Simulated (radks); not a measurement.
# Nb³⁺ in [Kr] 4d1.75 4f0.25: an all-electron calculation

One table from this session's results is given with a row withheld; the runs are named, their logs left out.

The numbers are computed with radks (a radial shooting solver on a logarithmic mesh, Libxc functionals) version 1 (scalar-relativistic Kohn-Sham, AM05, spin-unpolarised, spherical densities, point nucleus), except any that are marked as measured or tabulated.

**The atom as given**

| Quantity | Value |
| --- | --- |
| element | niobium (Z = 41) |
| charge | +3 |
| electrons | 38 |
| configuration | [Kr] 4d1.75 4f0.25 |

Set-up of the first run:

Settings of this run:

```text
Z 41
configuration [Kr] 4d1.75 4f0.25 5s0 5p0 5d0 5f0
relativity scalar-relativistic
functional am05,am05
spin unpolarised
nucleus point
c 137.035999084
```

One table of the session follows, with a row left open; its other results are not shown here.

It belongs to the step «Radial structure». Sizes of the orbitals, from the radial functions (bohr):

```
level      <r>  outermost maximum (interpolated)  90 % within  nodes
   1s  0.03613                            0.0235       0.0647      0
   2s   0.1582                             0.133        0.244      1
   2p   0.1378                             0.106        0.225      0
   3s   0.4437                             0.396        0.656      2
   3p   0.4461                             0.390        0.675      1
   3d        ?                                 ?            ?      ?
   4s    1.144                              1.03         1.66      3
   4p    1.267                              1.11         1.87      2
   4d    1.686                              1.39         2.59      1
   5s    2.782                              2.55         3.98      4
   5p    3.241                              2.96         4.66      3
   5d    4.492                              4.19         6.45      2
   4f    4.176                              3.65         6.37      0
```

Q: Estimate the row for 3d from the others.

The run gave: <r>: 0.4329; outermost maximum (interpolated): 0.334; 90 % within: 0.694; nodes: 0. In the column «<r>» it lies between 2s (0.1582) and 3s (0.4437).
